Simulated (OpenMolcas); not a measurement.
**C2H3AlO (SMILES C#[C][AlH][OH]): RI-MP2/6-31G(d,p) (Cholesky decomposition, Cartesian functions)**

Aim: the energy change on altering one bond length of C2H3AlO at RI-MP2/6-31G** (Cholesky decomposition, Cartesian functions), from 2 runs. 

The results are computed with OpenMolcas 26.06.

4 further runs of the same task are left out: 1 that didn't finish, 3 set aside as unsound or not needed.

## (1) The system as given

C2H3AlO: 7 atoms, total charge 0, spin state singlet. SMILES: `C#[C][AlH][OH]`. The shape comes from GFN2-xTB, which is rough for such elements, and wasn't checked as a minimum. This is one conformer, not always the lowest.

Bond lengths: C1–C2 1.211 Å, C2–Al3 1.946 Å, Al3–O4 1.640 Å, C1–H5 1.055 Å, Al3–H6 1.522 Å, O4–H7 0.947 Å. Angles: C1–C2–Al3 177.5°, C2–Al3–O4 124.7°, C2–C1–H5 179.5°, C2–Al3–H6 120.3°, O4–Al3–H6 115.1°, Al3–O4–H7 179.4°.

## (2) The energy at RI-MP2/6-31G(d,p) (Cholesky decomposition, Cartesian functions)

Input file job.input:

```
* C2H3AlO RI-MP2

&gateway
  coord
  7
  angstrom
  C       -2.013920      -1.098860      -0.221440
  C       -1.012030      -0.450570      -0.017470
  Al       0.555700       0.635130       0.371510
  O        2.012610       0.465680      -0.361140
  H       -2.882260      -1.670310      -0.404150
  H        0.482580       1.741930       1.413510
  H        2.857310       0.376990      -0.780830
  basis
  6-31G**
  group
  NoSym

&seward
  high

&scf
  prorbitals
  1 1

&mbpt2
  frozen
  8
```

Command:

```sh
$ export MOLCAS_MEM=1860
$ pymolcas job.input > job.log
```

The program printed:

```text
--- Start Module: gateway ---
[...]
--- Stop Module: gateway /rc=_RC_ALL_IS_WELL_ ---
[...]
      Basis functions           79
[...]
--- Start Module: scf ---
[...]
       Convergence after  12 Iterations
[...]
::    Total SCF energy                               -394.2469633228
[...]
      Total spin, S                                     0.0000000000
[...]
      Total electronic charge=   36.000000
      Total            charge=   -0.000000
[...]
      Dipole Moment (debye):
      Origin of the operator (angstrom)=    0.1619    0.0921    0.0230
                   X=  6.8082E-01               Y= -5.3890E-01               Z= -7.4150E-01           Total=  1.1418E+00
      Quadrupole Moment (debye*angstrom):
[...]
--- Stop Module: scf /rc=_RC_ALL_IS_WELL_ ---
[...]
--- Start Module: mbpt2 ---
[...]
WARNING!
Default frozen orbitals as non valence orbitals is overwritten by user input.
Default values:   5
[...]
       Reference weight ( Cref**2 )         =        0.85044
::    Total MBPT2 energy                             -394.7386203266
[...]
--- Stop Module: mbpt2 /rc=_RC_ALL_IS_WELL_ ---
[...]
```

Wall time 4.8 s (1 thread of Intel Xeon Platinum 8488C (Sapphire Rapids), shared host).

## (3) The distorted shape

Input file job.input:

```
>>> EXPORT MOLCAS_PRINT=2

&GATEWAY
  Coord
  7
  angstrom
  C       -2.378130      -1.056499      -0.038286
  C       -1.376240      -0.408209       0.165684
  Al       0.191490       0.677491       0.554664
  O        2.012610       0.465680      -0.361140
  H       -3.246470      -1.627949      -0.220996
  H        0.118370       1.784291       1.596664
  H        2.857310       0.376990      -0.780830
  Basis
  6-31G**
  Group
  NoSym

&SEWARD
  High

&SCF
  PrOrbitals
  1 1

&MBPT2
  Frozen
  8
```

Command:

```sh
$ export MOLCAS_MEM=1860
$ pymolcas job.input > job.log
```

The program printed:

```text
--- Start Module: gateway ---
[...]
--- Stop Module: gateway /rc=_RC_ALL_IS_WELL_ ---
[...]
      Basis functions           79
[...]
--- Start Module: scf ---
[...]
       Convergence after  13 Iterations
[...]
::    Total SCF energy                               -394.1908360826
[...]
      Total spin, S                                     0.0000000000
[...]
      Total electronic charge=   36.000000
      Total            charge=   -0.000000
[...]
      Dipole Moment (debye):
      Origin of the operator (angstrom)=   -0.1138    0.1241    0.1617
                   X= -1.6023E+00               Y= -4.2508E-01               Z=  2.6496E-01           Total=  1.6787E+00
      Quadrupole Moment (debye*angstrom):
[...]
--- Stop Module: scf /rc=_RC_ALL_IS_WELL_ ---
[...]
--- Start Module: mbpt2 ---
[...]
WARNING!
Default frozen orbitals as non valence orbitals is overwritten by user input.
Default values:   5
[...]
       Reference weight ( Cref**2 )         =        0.84585
::    Total MBPT2 energy                             -394.6884675560
[...]
--- Stop Module: mbpt2 /rc=_RC_ALL_IS_WELL_ ---
[...]
```

Wall time 4.8 s (1 thread of Intel Xeon Platinum 8488C (Sapphire Rapids), shared host).

## (4) What came out

Level: RI-MP2/6-31G** (Cholesky decomposition, Cartesian functions), 8 core orbitals frozen.

| quantity | value |
| --- | --- |
| first shape: total energy | -394.73862 Eh |
| first shape: dipole moment (mean-field density) | 1.14 D |
| first shape: HOMO energy (Hartree–Fock orbitals) | -10.49 eV |
| first shape: LUMO energy (Hartree–Fock orbitals) | 2.02 eV |
| first shape: HOMO–LUMO gap (Hartree–Fock orbitals) | 12.50 eV |
| first shape: correlation energy (8 core orbitals frozen) | -491.7 mEh |
| distorted shape: total energy | -394.68847 Eh |
| distorted shape: dipole moment (mean-field density) | 1.68 D |
| distorted shape: HOMO energy (Hartree–Fock orbitals) | -10.97 eV |
| distorted shape: LUMO energy (Hartree–Fock orbitals) | 1.30 eV |
| distorted shape: HOMO–LUMO gap (Hartree–Fock orbitals) | 12.27 eV |
| distorted shape: correlation energy (8 core orbitals frozen) | -497.6 mEh |
| energy change with the Al3–O4 bond stretched from 1.640 to 2.049 Å | 1.365 eV |

**Reading.** With the Al3–O4 bond stretched from 1.640 to 2.049 Å the energy rises by 1.36 eV (132 kJ/mol). The first shape isn't relaxed at this level, so the change isn't measured from a minimum. Mulliken charges (first shape) of the mean-field density run from -0.84 on O4 to +0.93 on Al3. Mulliken charges (distorted shape) of the mean-field density run from -0.95 on O4 to +0.96 on Al3.
